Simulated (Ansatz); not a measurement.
**MgBe in Ansatz: convergence with k mesh**

Input of the first run (k mesh 4 × 4 × 2); the others differ in this setting and in those tied to it:

File input.yaml:

```yaml
crystal:
  lattice:
    - [2.39954864, 0.0, 0.0]
    - [-1.19977432, 2.07807008, 0.0]
    - [0.0, 0.0, 4.90091358]
  atoms:
    - { symbol: Mg, position: [-0.002684, 0.008147, 0.045092] }
    - { symbol: Be, position: [-0.009391, -0.013533, 0.592096] }
hamiltonian:
  xc: r2scan
  pseudopotentials: { kind: paw }
kpoints:
  mp_grid: { grid: [4, 4, 2] }
scf:
  occupations: { method: gaussian, width: 0.1 }
output:
  forces: true
  stress: true
  eigenvalues: true
```

Potentials or basis: Ansatz PAW.

Run with:

```sh
$ ansatz run input.yaml --threads 2 --pin off --max-ram 5632MiB --backend cpu --events-out ev --progress --plain --runs-dir out
```

The cell isn't the ideal one: atoms moved at random, drawn with an rms of 0.05 Å.

The cell was built by a generator and needn't be a form met in nature.

Hardware: 2 threads of Arm Neoverse V2 (shared host).

Task: The values tried are 4 × 4 × 2, 5 × 5 × 2, 6 × 6 × 3, 7 × 7 × 3, 9 × 9 × 4, 11 × 11 × 5, 14 × 14 × 6, 17 × 17 × 8, 21 × 21 × 9, loosest first. From which on does the pressure stay within 0.1 GPa of the tightest run that finished?

Result: From 7 × 7 × 3 on.

| k mesh | energy less the tightest run, at zero smearing (meV/atom) | pressure (GPa) | largest force (eV/Å) | SCF cycles | CPU time (s) | peak memory (GiB) |
| --- | --- | --- | --- | --- | --- | --- |
| 4 × 4 × 2 | -166.41 | 33.26 | 1.738 | 6 | 2.2 | 0.29 |
| 5 × 5 × 2 | 44.71 | 33.44 | 1.457 | 7 | 2.8 | 0.3 |
| 6 × 6 × 3 | -17.31 | 33.22 | 1.764 | 7 | 4.2 | 0.31 |
| 7 × 7 × 3 | 32.12 | 32.97 | 1.527 | 7 | 4.7 | 0.33 |
| 9 × 9 × 4 | -0.23 | 33.13 | 1.654 | 7 | 8.1 | 0.38 |
| 11 × 11 × 5 | -7.71 | 32.97 | 1.780 | 7 | 13 | 0.44 |
| 14 × 14 × 6 | 1.20 | 33.05 | 1.737 | 7 | 25 | 0.54 |
| 17 × 17 × 8 | -1.98 | 32.98 | 1.733 | 7 | 48 | 0.76 |
| 21 × 21 × 9 | 0.00 | 33.04 | 1.759 | 7 | 80 | 1.1 |

Not settled before the last step: the energy (to 1 meV/atom), the largest force (to 0.005 eV/Å). Meshes of other sizes hit other points, so gaps and Fermi surfaces needn't settle smoothly. The tightest run that finished is the yardstick and may itself not be fully converged.

Caveat, for the tightest run too: the PAW data sets come from PBE, with cores solved anew for the run's functional, which leaves a small shift of forces and pressure.
